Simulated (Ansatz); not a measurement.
# SiCl₃+: up Jacob's ladder to CCSD(T)

One table from this session's results is given with a row withheld; the runs are named, their logs left out.

Program: Ansatz 0.2.0, Gaussian basis. Level of theory: functionals in def2-TZVPP, the program's frozen cores in correlated methods. These are calculated values, not measurements.

Levels to be run: LDA (SPW92), PBE-D4, revPBE-D4, BLYP-D4, r2SCAN-D4, B97M-V, PBE0-D4, B3LYP-D4, r2SCANh-D4, r2SCAN0-D4, HSE06-D4, BHLYP-D4, CAM-B3LYP-D4, LC-ωPBE, ωB97X-V, ωB97M-V, B2PLYP, PBE-QIDH; CCSD(T)/def2-SVP; CCSD(T)/def2-TZVPP; MP2/def2-QZVPP; extrapolation to the limit; RPA on PBE.

**The geometry**

The geometry comes from an earlier relaxation with PBE0-D4 in a triple-zeta def2 set; it is a stationary point.

SMILES `Cl[Si+](Cl)Cl`, 4 atoms, charge 1, spin multiplicity 1.

Atoms are counted from 1 here; the program's logs count them from 0.

Bond lengths: Cl1–Si2 1.947 Å, Si2–Cl3 1.947 Å, Si2–Cl4 1.947 Å. Angles: Cl1–Si2–Cl3 120.0°, Cl1–Si2–Cl4 120.0°, Cl3–Si2–Cl4 120.0°.

The first run:

The input, in.yaml:

```yaml
crystal:
  periodic: [false, false, false]
  atoms:
    - {symbol: Cl, position_ang: [-1.556046, -0.622342, 0.990905]}
    - {symbol: Si, position_ang: [-0.000013, -0.000081, -0.000072]}
    - {symbol: Cl, position_ang: [1.772029, -0.669592, 0.449493]}
    - {symbol: Cl, position_ang: [-0.215970, 1.292014, -1.440326]}
basis:
  gaussian: {orbitals: def2-TZVPP}
total_charge: 1
hamiltonian: {xc: lda}
output: {orbitals: {seedname: orbitals}}
```

Among the steps run: LDA; PBE-D4 (GGA); revPBE-D4 (GGA); BLYP-D4 (GGA); r2SCAN-D4 (meta-GGA); B97M-V (meta-GGA); PBE0-D4 (hybrid); B3LYP-D4 (hybrid); r2SCANh-D4 (hybrid); r2SCAN0-D4 (hybrid); HSE06-D4 (hybrid); BHLYP-D4 (hybrid); CAM-B3LYP-D4 (range-separated); LC-ωPBE-D4 (range-separated; the results give it without D4); ωB97X-V (range-separated); ωB97M-V (range-separated); B2PLYP (double hybrid); PBE-QIDH (double hybrid).

One of the session's tables, all rows but one given; the rest of the session is left out.

It belongs to the step «Orbital energies across the functionals». Levels are read from the orbital files that the runs wrote:

```
  functional  HOMO (eV)  LUMO (eV)  gap (eV)
 LDA (SPW92)          ?          ?         ?
      PBE-D4     -14.04      -9.09      4.94
   revPBE-D4     -13.99      -9.00      4.99
     BLYP-D4     -13.84      -8.91      4.93
   r2SCAN-D4     -14.40      -8.89      5.51
      B97M-V     -14.50      -8.78      5.72
     PBE0-D4     -15.47      -8.28      7.20
    B3LYP-D4     -15.16      -8.44      6.72
  r2SCANh-D4     -14.92      -8.59      6.33
  r2SCAN0-D4     -15.71      -8.15      7.56
    HSE06-D4     -15.07      -8.66      6.41
    BHLYP-D4     -16.73      -7.28      9.45
CAM-B3LYP-D4     -16.82      -7.15      9.66
     LC-ωPBE     -18.29      -6.07     12.23
     ωB97X-V     -17.88      -6.10     11.78
     ωB97M-V     -17.68      -6.20     11.48
```

**Question.** Estimate the row for LDA (SPW92).

**Answer.** HOMO (eV): -14.17; LUMO (eV): -9.34; gap (eV): 4.83. In the column «HOMO (eV)» it lies between r2SCAN-D4 (-14.40) and PBE-D4 (-14.04).
